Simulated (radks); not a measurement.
# He⁺ in 2p1: an all-electron calculation

An exercise on one series of results from a longer session: the logs are not shown, and one member is left open.

The numbers are computed with radks (a radial shooting solver on a logarithmic mesh, Libxc functionals) version 1 (scalar-relativistic Kohn-Sham, BLYP, spin-polarised, spherical densities, finite nucleus; open shells are filled with parallel spins first), except any that are marked as measured or tabulated.

### Starting point

- element: helium (Z = 2)
- charge: +1
- electrons: 1
- configuration: 2p1
- nuclear rms radius: 1.6755 fm

Outer shells as boxes (Hund's rule):

He⁺
```
2p [↑ ][  ][  ]
```

The first run:

The run's settings:

```text
Z 2
configuration 2p1 1s0 3p0 3d0
relativity scalar-relativistic
functional b88,lyp
spin polarised
nucleus finite rms 1.6755 fm
c 137.035999084
```

Among the steps run: Self-consistent calculation.

One table of the session follows, with a row left open; its other results are not shown here.

It belongs to the step «Orbitals and density». The radial density on a logarithmic grid:

| r (bohr) | 4πr²ρ (e/bohr) |
| --- | --- |
| 0.102 | 0.0001032 |
| 0.134 | 0.0002969 |
| 0.178 | 0.0008372 |
| 0.235 | 0.002300 |
| 0.311 | 0.006109 |
| 0.412 | ? |
| 0.541 | 0.03633 |
| 0.715 | 0.08060 |
| 0.946 | 0.1597 |
| 1.25 | 0.2696 |
| 1.66 | 0.3688 |
| 2.19 | 0.3850 |
| 2.90 | 0.2832 |
| 3.84 | 0.1328 |
| 5.08 | 0.03512 |
| 6.72 | 0.004486 |
| 8.89 | 0.0002239 |

Q: Estimate the row for r (bohr) = 0.412 from the others.

Worked estimate for «4πr²ρ (e/bohr)». A straight line through the neighbours (0.311, 0.006109) and (0.541, 0.03633) gives 0.006109 + (0.03633 − 0.006109) × (0.412 − 0.311) / (0.541 − 0.311) = 0.01938; a parabola fitted to 4 rows on both sides gives 0.01543.

As computed: 4πr²ρ (e/bohr): 0.01552. In «4πr²ρ (e/bohr)» the line misses by +0.00386 and the parabola by -0.00009.
